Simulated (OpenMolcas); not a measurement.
# B, step by step

Wanted: a series of 9 runs (ROHF/cc-pVDZ, CASSCF(3,4)/cc-pVDZ, CASPT2(3,4)/cc-pVDZ, CASPT2[IPEA 0](3,4)/cc-pVDZ, SC-NEVPT2(3,4)/cc-pVDZ, PC-NEVPT2(3,4)/cc-pVDZ, MC-PDFT[tPBE](3,4)/cc-pVDZ, MC-PDFT[ftPBE](3,4)/cc-pVDZ, and more) of B. 

The calculation is run with OpenMolcas 26.06.

106 further runs of the same task are left out: 106 set aside as unsound or not needed.

**1. A single-point energy at ROHF/cc-pVDZ (run 1)**

The input, step1.input:

```
>>> EXPORT MOLCAS_PRINT=2
&gateway
baslib=$CurrDir
coord
1
angstrom
B        0.000000       0.000000       0.000000
basis=cc-pVDZ
group=NoSym
&seward
&scf
uhf
spin=2
prorbitals=1 2
&rasscf
fileorb=$Project.UnaOrb
spin=2
nactel=1 0 0
inactive=2
ras2=1
outorbitals=Canonical
orblisting=Nothing
```

The basis set cc-pVDZ is read from a file made from the Basis Set Exchange's data (not shown).

The run is started by

```sh
$ export MOLCAS_MEM=1860
$ pymolcas step1.input > step1.log
```

Output:

```text
--- Start Module: gateway ---
[...]
--- Stop Module: gateway /rc=_RC_ALL_IS_WELL_ ---
[...]
      Basis functions           14
[...]
--- Start Module: scf ---
[...]
       Convergence after   7 Iterations
[...]
::    Total SCF energy                                -24.5299616244
[...]
      Total spin, S                                     0.5037193029
[...]
--- Stop Module: scf /rc=_RC_ALL_IS_WELL_ ---
--- Start Module: rasscf ---
[...]
      Number of active orbitals                  1
[...]
      Spin quantum number                      0.5
[...]
      Active orbitals                            1
[...]
      Number of CSFs                             1
[...]
      Number of root(s) required                 1
[...]
      Convergence after  7 iterations
[...]
      printout of CI-coefficients larger than  0.05 for root  1
      energy=     -24.526591
      conf/sym  1     Coeff  Weight
             1  u   1.00000 1.00000
      Natural orbitals and occupation numbers for root  1
      sym 1:   1.000000
      ************************************************************************************************************************
      *                                                    Final results                                                     *
[...]
::    RASSCF root number  1 Total energy:    -24.52659091
[...]
      Total electronic charge=    5.000000
      Total            charge=   -0.000000
[...]
      Dipole Moment (debye):
      Origin of the operator (angstrom)=    0.0000    0.0000    0.0000
                   X= -1.8602E-16               Y= -2.3774E-16               Z= -2.2232E-16           Total=  3.7490E-16
      Quadrupole Moment (debye*angstrom):
[...]
--- Stop Module: rasscf /rc=_RC_ALL_IS_WELL_ ---
[...]
```

Wall time 3.3 s (1 thread of Intel Xeon Platinum 8259CL at 2.50GHz (Skylake/Cascade Lake), shared host); peak memory 0.37 GiB.

**2. The B atom: the energy at CASSCF(3,4)/cc-pVDZ (run 2)**

The input, step2.inp:

```
&GATEWAY
 BasLib = $CurrDir
 Coord
 1
 angstrom
 B        0.000000       0.000000       0.000000
 Basis = cc-pVDZ
 Group = NoSym

&SEWARD

&RASSCF
 FileOrb = $CurrDir/step1.RasOrb
 Spin = 2
 Nactel = 3 0 0
 Inactive = 1
 Ras2 = 4
 OrbListing = Nothing
```

The basis set cc-pVDZ is read from a file made from the Basis Set Exchange's data (not shown).

Run the same way, it converges to -24.56036 Eh (log not shown).

Runs 3 to 7 aren't shown in full; the table further down has their settings and results.

**3. The B atom: a single-point energy at MC-PDFT[ftPBE](3,4)/cc-pVDZ (run 8)**

The input, step8.inp:

```
&GATEWAY
 BasLib = $CurrDir
 Coord
 1
 angstrom
 B        0.000000       0.000000       0.000000
 Basis = cc-pVDZ
 Group = NoSym

&SEWARD

&RASSCF
 FileOrb = $CurrDir/step2.RasOrb
 Spin = 2
 Nactel = 3 0 0
 Inactive = 1
 Ras2 = 4
 OrbListing = Nothing

&MCPDFT
 KSDFT = FT:PBE
```

The basis set cc-pVDZ is read from a file made from the Basis Set Exchange's data (not shown).

The run is started by

```sh
$ export MOLCAS_MEM=1860
$ pymolcas step8.inp > step8.log
```

Output:

```text
--- Start Module: gateway ---
[...]
--- Stop Module: gateway /rc=_RC_ALL_IS_WELL_ ---
[...]
      Basis functions           14
[...]
--- Start Module: rasscf ---
[...]
      Number of active orbitals                  4
[...]
      Spin quantum number                      0.5
[...]
      Active orbitals                            4
[...]
      Number of CSFs                            20
[...]
      Number of root(s) required                 1
[...]
      Convergence after  4 iterations
[...]
      printout of CI-coefficients larger than  0.05 for root  1
      energy=     -24.560360
      conf/sym  1111     Coeff  Weight
             1  2u00  -0.97254 0.94584
            15  0u20  -0.16456 0.02708
            18  0u02  -0.16456 0.02708
      Natural orbitals and occupation numbers for root  1
      sym 1:   1.891679   1.000000   0.054161   0.054161
      ************************************************************************************************************************
      *                                                    Final results                                                     *
[...]
::    RASSCF root number  1 Total energy:    -24.56035996
[...]
      Total electronic charge=    5.000000
      Total            charge=   -0.000000
[...]
      Dipole Moment (debye):
      Origin of the operator (angstrom)=    0.0000    0.0000    0.0000
                   X=  8.4361E-16               Y=  3.6417E-15               Z= -2.7596E-14           Total=  2.7848E-14
      Quadrupole Moment (debye*angstrom):
[...]
--- Stop Module: rasscf /rc=_RC_ALL_IS_WELL_ ---
--- Start Module: mcpdft ---
[...]
::    MCPDFT root number  1 Total energy:    -24.62054071
--- Stop Module: mcpdft /rc=_RC_ALL_IS_WELL_ ---
[...]
```

Run time: 2.7 s. Hardware: 1 thread of Intel Xeon Platinum 8259CL at 2.50GHz (Skylake/Cascade Lake), shared host; peak memory 0.37 GiB.

**4. The B atom: a single-point energy at MRCI(3,4)/cc-pVDZ (run 9)**

The input, step9.input:

```
* B MRCI
&GATEWAY
BASLIB
$CurrDir
COORD
1
angstrom
B        0.000000       0.000000       0.000000
BASIS
cc-pVDZ
GROUP
NoSym
&SEWARD
&RASSCF
FILEORB
$CurrDir/step2.RasOrb
SPIN
2
NACTEL
3 0 0
INACTIVE
1
RAS2
4
ORBLISTING
Nothing
&MOTRA
LUMORB
FROZEN
1
&GUGA
ELECTRONS
3
SPIN
2
INACTIVE
0
ACTIVE
4
CIALL
1
&MRCI
SDCI
```

The basis set cc-pVDZ is read from a file made from the Basis Set Exchange's data (not shown).

Run the same way, it converges to -24.58985 Eh (log not shown).

**5. All runs side by side**

```tsv
run	level	active rule	inactive	energy (Eh)	dipole moment (D) of the reference	wall time
1	ROHF/cc-pVDZ	–	–	-24.526591	0.00	3.3 s
2	CASSCF(3,4)/cc-pVDZ	full valence	1	-24.560360	0.00	2.2 s
3	CASPT2(3,4)/cc-pVDZ	full valence	1	-24.580946	0.00	2.4 s
4	CASPT2[IPEA 0](3,4)/cc-pVDZ	full valence	1	-24.584235	0.00	2.8 s
5	SC-NEVPT2(3,4)/cc-pVDZ	full valence	1	-24.581476	0.00	2.9 s
6	PC-NEVPT2(3,4)/cc-pVDZ	full valence	1	-24.581538	0.00	2.5 s
7	MC-PDFT[tPBE](3,4)/cc-pVDZ	full valence	1	-24.610646	0.00	3 s
8	MC-PDFT[ftPBE](3,4)/cc-pVDZ	full valence	1	-24.620541	0.00	2.7 s
9	MRCI(3,4)/cc-pVDZ	full valence	1	-24.589851	0.00	2.5 s
```

**6. Outcome**

| quantity | value |
| --- | --- |
| B atom, run 9: total energy | -24.58985 Eh |
| B atom, run 9: dipole moment (CASSCF density) | 0.00 D |

What this shows: Below the ROHF energy at the same shape and in the same basis (cc-pVDZ): CASSCF(3,4) -33.8 mEh; CASPT2(3,4) -54.4 mEh; CASPT2[IPEA 0](3,4) -57.6 mEh; SC-NEVPT2(3,4) -54.9 mEh; PC-NEVPT2(3,4) -54.9 mEh; MRCI(3,4) -63.3 mEh. Active-space methods hold only the correlation inside their space unless a perturbation or CI step follows. All runs together took 24 s, the longest 3.3 s.
